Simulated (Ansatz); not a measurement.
# BiS (Pm-3m) in Ansatz: band structure with r2SCAN

Aim: the band structure of BiS with r2SCAN.

Program: Ansatz 0.2.0. These are calculated values, not measurements. Logs are shortened: lines on timing, memory, paths and dates and some standing lists are left out, and cuts for length are marked.

## 1. The crystal as given

The structure is cubic, space group Pm-3m (No. 221). The conventional cell has a = 4.003 Å, b = 4.003 Å, c = 4.003 Å, α = 90.00°, β = 90.00°, γ = 90.00°. Bi (site symmetry m-3m) has 8 S at 3.47 Å as nearest neighbours. Around S (site symmetry m-3m) lie 8 Bi at 3.47 Å.

The cell was built by a generator and needn't be a form met in nature.

## 2. Band structure, r2SCAN, spin-orbit coupling, no magnetisation

Input file input.yaml:

```yaml
crystal:
  lattice:
    - [4.00294434, 0.0, 0.0]
    - [0.0, 4.00294434, 0.0]
    - [0.0, 0.0, 4.00294434]
  atoms:
    - { symbol: Bi, position: [0.5, 0.5, 0.5] }
    - { symbol: S, position: [0.0, 0.0, 0.0] }
hamiltonian:
  xc: r2scan
  pseudopotentials: { kind: paw_fr }
magnetization:
  noncollinear: true
  spin_orbit: true
kpoints:
  mp_grid: { grid: [5, 5, 5] }
  band_path:
    path:
      - [[0.0, 0.0, 0.0], [0.0, 0.5, 0.0], [0.5, 0.5, 0.0], [0.0, 0.0, 0.0], [0.5, 0.5, 0.5], [0.0, 0.5, 0.0]]
      - [[0.5, 0.5, 0.0], [0.5, 0.5, 0.5]]
    npoints: 14
scf:
  occupations: { method: fermi_dirac, width: 0.05 }
  n_extra_bands: 6
output:
  forces: true
  stress: true
  eigenvalues: true
  fatbands: true
```

Potentials or basis: Ansatz PAW.

Started as:

```bash
ansatz run input.yaml --threads 2 --pin off --max-ram 5632MiB --backend cpu --events-out ev --progress --plain --runs-dir out
```

What it wrote:

```text
Warning: RAYON_NUM_THREADS=2 ignored (pool sized by the plan → 2); use --threads N
scf.n_extra_bands = 6 over 21 filled bands (N_el = 21.0): the run solves 27 bands
Engine: ansatz 0.2.0, x86_64-unknown-linux-gnu
Pseudopotentials: kind: paw_fr
Pseudopotential: Bi, paw_fr, valence charge 15, recommended cutoff 500 eV (meta_gga), Bi.paw.azcp#standard-fr
Pseudopotential: S, paw_fr, valence charge 6, recommended cutoff 500 eV (meta_gga), S.paw.azcp#standard-fr
Functional definition: r2SCAN
  parameter k0 = 0.174
  parameter k1 = 0.065
  parameter a1 = 4.9479
  exchange = r2scan_x(k0 = k0, k1 = k1, a1 = a1)
  correlation = r2scan_c
non-collinear run that drives no moment, with spin-orbit: no starting moment large enough to seed its density (crystal.atoms[].spin), no starting occupations that ask for one, no magnetisation constraint and no magnetic field, so the semilocal B_xc is pinned to zero
Crystal: 2 atoms, lattice volume = 64.141 Å³
Basis set: ecut = 500 eV, 1647 PW (Γ), exchange–correlation on 120×120×120 points (64 copies of the dense FFT grid, shifted against one another)
Bands: 27, of which v1, the nominal top of the filled ones, is band 21 counted from 1 (20 counted from 0)
Symmetry: 48 space group operations + 48 with time reversal
Magnetic group: BNS 221.93 (UNI 1595), of the structure as read, at distance tolerance 4.0e-5 Å
k-points: 10 of 125
Projection manifold: j_resolved (fully-relativistic pseudo-atomic orbitals)
Non-local potential: Bi, projectors of the file, l = 0: 2, l = 1: 4, l = 2: 4, l = 3: 4
Non-local potential: S, projectors of the file, l = 0: 2, l = 1: 4, l = 2: 4
PAW form: soft (Blöchl's): semilocal exchange-correlation on the pseudo side does not see the compensation charge
PAW frozen core: Bi, regenerated for the run's functional (the file was generated under x = pbe(κ = 0.804, μ = 0.2195149727645171), c = pbe(β = 0.06672455060314922))
PAW frozen core: S, regenerated for the run's functional (the file was generated under x = pbe(κ = 0.804, μ = 0.2195149727645171), c = pbe(β = 0.06672455060314922))
PAW one-centre angular grid: Bi, 590 points (default); XC on 285 of its mesh's 2899 points in the sphere
PAW one-centre angular grid: S, 302 points (default); XC on 160 Gauss nodes
Initial density: superposition of atomic densities (chi_scale 0.1, normalization cell, long waves kept (reshape's long-wave potential 0.00 eV rms))
Initial wavefunctions: pseudopotential atomic-orbital guess
Functional: x = r2scan, c = r2scan; τ floored in thin density (d = 2e-4 eV/Å³)
SCF iter   1: F=—  HF=-13282.005253 eV  |F-HF|=—  |Δ(HF+E_count)|=         —  Δρ=2.15e-2  dr2=6.78e-1  dr2_τ=2.55e-3  dr2_m=0.00e0 (ungated)  ethr=3.10e-3  |M|=0.00e0 ∫|m|=0.00e0 μB  |m|>n=0.0e0 m-floor=0.0e0 τ_xc=0.0e0  β_m=0.30  ⟨swp⟩=9.9  Hψ=1588  notcnv=0
preconditioner: auto → Kerker (q_TF=auto, 2.265 Å⁻¹)  [metal: Δε(μ)=0.072 eV  Ē_g=8.166 eV  σ=0.050 eV  W_gap=0.34  n_scr=18 (ndim 8)  ℏωp=15.4 eV  f_vac=0.000  D(μ)=4.43/eV (n_scr^D=56)]
spin=Noncollinear: Kerker preconditioning applied to the charge; magnetization (m_x, m_y, m_z) channels mix plain (no charge-response kernel on spin).
SCF iter   2: F=—  HF=-13281.953452 eV  |F-HF|=—  |Δ(HF+E_count)|=   5.18e-2  Δρ=1.50e-2  dr2=2.92e-1  dr2_τ=1.02e-3  dr2_m=0.00e0 (ungated)  ethr=3.10e-3  |M|=0.00e0 ∫|m|=0.00e0 μB  |m|>n=0.0e0 m-floor=0.0e0 τ_xc=0.0e0  β_m=0.58  ⟨swp⟩=1.9  Hψ=382  notcnv=0  defer=3
SCF iter   3: F=—  HF=-13281.931720 eV  |F-HF|=—  |Δ(HF+E_count)|=   2.17e-2  Δρ=4.64e-3  dr2=2.25e-2  dr2_τ=1.59e-4  dr2_m=0.00e0 (ungated)  ethr=1.39e-3  |M|=0.00e0 ∫|m|=0.00e0 μB  |m|>n=0.0e0 m-floor=0.0e0 τ_xc=0.0e0  β_m=0.75  ⟨swp⟩=2.2  Hψ=317  notcnv=0  defer=8
SCF iter   4: F=—  HF=-13281.937162 eV  |F-HF|=—  |Δ(HF+E_count)|=   5.44e-3  Δρ=1.34e-3  dr2=1.24e-3  dr2_τ=1.39e-5  dr2_m=0.00e0 (ungated)  ethr=1.07e-4  |M|=0.00e0 ∫|m|=0.00e0 μB  |m|>n=0.0e0 m-floor=0.0e0 τ_xc=0.0e0  β_m=0.88  ⟨swp⟩=2.4  Hψ=411  notcnv=0  defer=8
SCF iter   5: F=—  HF=-13281.938083 eV  |F-HF|=—  |Δ(HF+E_count)|=   9.21e-4  Δρ=2.92e-4  dr2=1.09e-4  dr2_τ=1.08e-6  dr2_m=0.00e0 (ungated)  ethr=5.92e-6  |M|=0.00e0 ∫|m|=0.00e0 μB  |m|>n=0.0e0 m-floor=0.0e0 τ_xc=0.0e0  β_m=0.94  ⟨swp⟩=2.0  Hψ=376  notcnv=0  defer=8
SCF iter   6: F=—  HF=-13281.938126 eV  |F-HF|=—  |Δ(HF+E_count)|=   4.28e-5  Δρ=8.92e-5  dr2=3.42e-6  dr2_τ=2.98e-8  dr2_m=0.00e0 (ungated)  ethr=5.17e-7  |M|=0.00e0 ∫|m|=0.00e0 μB  |m|>n=0.0e0 m-floor=0.0e0 τ_xc=0.0e0  β_m=0.97  ⟨swp⟩=2.1  Hψ=368  notcnv=0  defer=8
SCF iter   7: F=—  HF=-13281.938138 eV  |F-HF|=—  |Δ(HF+E_count)|=   1.19e-5  Δρ=1.89e-5  dr2=5.17e-7  dr2_τ=7.42e-9  dr2_m=0.00e0 (ungated)  ethr=1.63e-8  |M|=0.00e0 ∫|m|=0.00e0 μB  |m|>n=0.0e0 m-floor=0.0e0 τ_xc=0.0e0  β_m=0.98  ⟨swp⟩=2.0  Hψ=381  notcnv=0  defer=8
SCF iter   8: F=-13281.938138 eV  HF=-13281.938138 eV  |F-HF|=4.51e-9  |Δ(HF+E_count)|=   1.14e-7  Δρ=3.12e-6  dr2=6.18e-9  dr2_τ=3.94e-11  dr2_m=0.00e0 (ungated)  ethr=4.76e-10  |M|=0.00e0 ∫|m|=0.00e0 μB  |m|>n=0.0e0 m-floor=0.0e0 τ_xc=0.0e0  ⟨swp⟩=10.9  Hψ=1382  notcnv=0
SCF 1 converged in 8 iterations: F = -13281.938138 eV  dr2 = 6.18e-9
NSCF: frozen V_eff on 86 k-points
SCF converged after 8 iterations
Magnetization: |M| = 0.0000 μB,  M = (+0.0000, +0.0000, +0.0000) μB
Absolute magnetization: 0.0000 μB (∫|m|)
  site 0: m = (+0.0000, +0.0000, +0.0000) μB, |m| = 0.0000 μB  (R = 1.43 Å)
  site 1: m = (+0.0000, +0.0000, +0.0000) μB, |m| = 0.0000 μB  (R = 1.43 Å)
Free energy (F): -13281.938138 eV
Harris-Foulkes:  -13281.938138 eV  (|F-HF|=4.51e-9)
Internal energy: -13281.901492 eV  (E = F + TS)
E sigma→0 (E₀):  -13281.919815 eV
Entropy (-TS):   -0.036646 eV (-18.323 meV/atom)
Fermi energy:    6.112036 eV
--- Per-component energies (eV) ---
  E_band       = -166.412610
  E_kinetic    = 400.680949
  E_local      = -1753.453755  (includes V_loc(G=0)·N_el)
  E_nonlocal   = 591.634894
  E_hartree    = 563.770064
  E_xc         = -228.952093
  E_vxc        = -245.763918  (∫ρ·V_xc dr)
  E_paw        = -11264.742549  (= ΣΔE_a)
  E_vpaw       = -302.381132  (= ΣTr[D̂ρ^β])
  E_aug_tail   = -0.000229  (compensation charges beyond the density's cutoff)
  E_vtau       = 15.332621  (kinetic-family band-sum trace: ∫τ·v_τ [+ j·A + Jᵃ·Aᵃ] dr)
  E_ewald      = -1591.578859
  E_core_change = 0.740087  (= ΣΔE_core)
  E_smearing   = -0.036646  (= −TS)
  E_closure    = -0.000000  (closes the sum)
  Σ components = -13281.938138   (vs F -13281.938138, Δ=0.00e0)
--- Forces (eV/Å), atoms counted from 1 ---
  atom   1  Bi     0.00000000    -0.00000000     0.00000000
  atom   2  S      0.00000000     0.00000000    -0.00000000
  max |Σ_I F_I| component: 8.55e-24 eV/Å
--- Stress (GPa, compression-positive) ---
       -9.772885      -0.000000       0.000000
        0.000000      -9.772885       0.000000
       -0.000000       0.000000      -9.772885
  P = ⅓ Tr σ = -9.7729 GPa (-97.729 kbar)
--- Band table (eV; the first three rows and the last of 10) ---
  k-point 0: bands = ["-19.3173", "-19.3173", "-19.3173", "-19.3173", "-16.3150", "-16.3150", "-16.3150", "-16.3150", "-16.2805", "-16.2805", "-6.9622", "-6.9622", "-3.6225", "-3.6225", "3.7877", "3.7877", "4.4519", "4.4519", "4.4519", "4.4519", "7.6713", "7.6713", "10.0404", "10.0404", "10.0404", "10.0404", "11.6270"]
  k-point 1: bands = ["-19.3176", "-19.3176", "-19.3150", "-19.3150", "-16.3152", "-16.3152", "-16.3084", "-16.3084", "-16.2828", "-16.2828", "-6.7130", "-6.7130", "-3.8963", "-3.8963", "3.8275", "3.8275", "4.4802", "4.4802", "4.6791", "4.6791", "6.9113", "6.9113", "8.7423", "8.7423", "9.5777", "9.5777", "11.9644"]
  k-point 2: bands = ["-19.3180", "-19.3180", "-19.3112", "-19.3112", "-16.3157", "-16.3157", "-16.2977", "-16.2977", "-16.2864", "-16.2864", "-6.1096", "-6.1096", "-4.5678", "-4.5678", "4.1330", "4.1330", "4.9428", "4.9428", "5.1453", "5.1453", "5.3499", "5.3499", "7.4585", "7.4585", "8.7379", "8.7379", "12.9511"]
  k-point 9: bands = ["-19.3098", "-19.3098", "-19.3098", "-19.3098", "-16.3005", "-16.3005", "-16.2899", "-16.2899", "-16.2897", "-16.2897", "-5.5111", "-5.5111", "-3.8227", "-3.8227", "2.9717", "2.9717", "3.5710", "3.5710", "3.7451", "3.7451", "4.8951", "4.8951", "6.0711", "6.0711", "6.7393", "6.7393", "15.8243"]
```

Wall time 8.9 s (2 threads of AMD EPYC 9R45 (Zen 5), shared host); peak memory 0.62 GiB.

What came out:

```
Free energy            : -13281.9381 eV
Pressure               : -9.8 GPa
Band gap on the k mesh : none (metal or under the smearing width)
```

Levels at the corners of the path, in eV from the Fermi level:
| point | band 17 | band 18 | band 19 | band 20 | band 21 | band 22 | band 23 | band 24 |
| --- | --- | --- | --- | --- | --- | --- | --- | --- |
| Γ | -1.66 | -1.66 | -1.66 | -1.66 | 1.56 | 1.56 | 3.93 | 3.93 |
| X | -1.48 | -1.48 | -0.93 | -0.93 | -0.87 | -0.87 | 1.11 | 1.11 |
| M | -3.73 | -3.73 | -0.70 | -0.70 | 0.88 | 0.88 | 2.52 | 2.52 |
| Γ | -1.66 | -1.66 | -1.66 | -1.66 | 1.56 | 1.56 | 3.93 | 3.93 |
| R | -2.23 | -2.23 | -2.19 | -2.19 | -2.19 | -2.19 | -0.63 | -0.63 |
| X | -1.48 | -1.48 | -0.93 | -0.93 | -0.87 | -0.87 | 1.11 | 1.11 |
| M | -3.73 | -3.73 | -0.70 | -0.70 | 0.88 | 0.88 | 2.52 | 2.52 |
| R | -2.23 | -2.23 | -2.19 | -2.19 | -2.19 | -2.19 | -0.63 | -0.63 |

Caveat: the PAW data sets come from PBE, with cores solved anew for the run's functional, which leaves a small shift of forces and pressure.
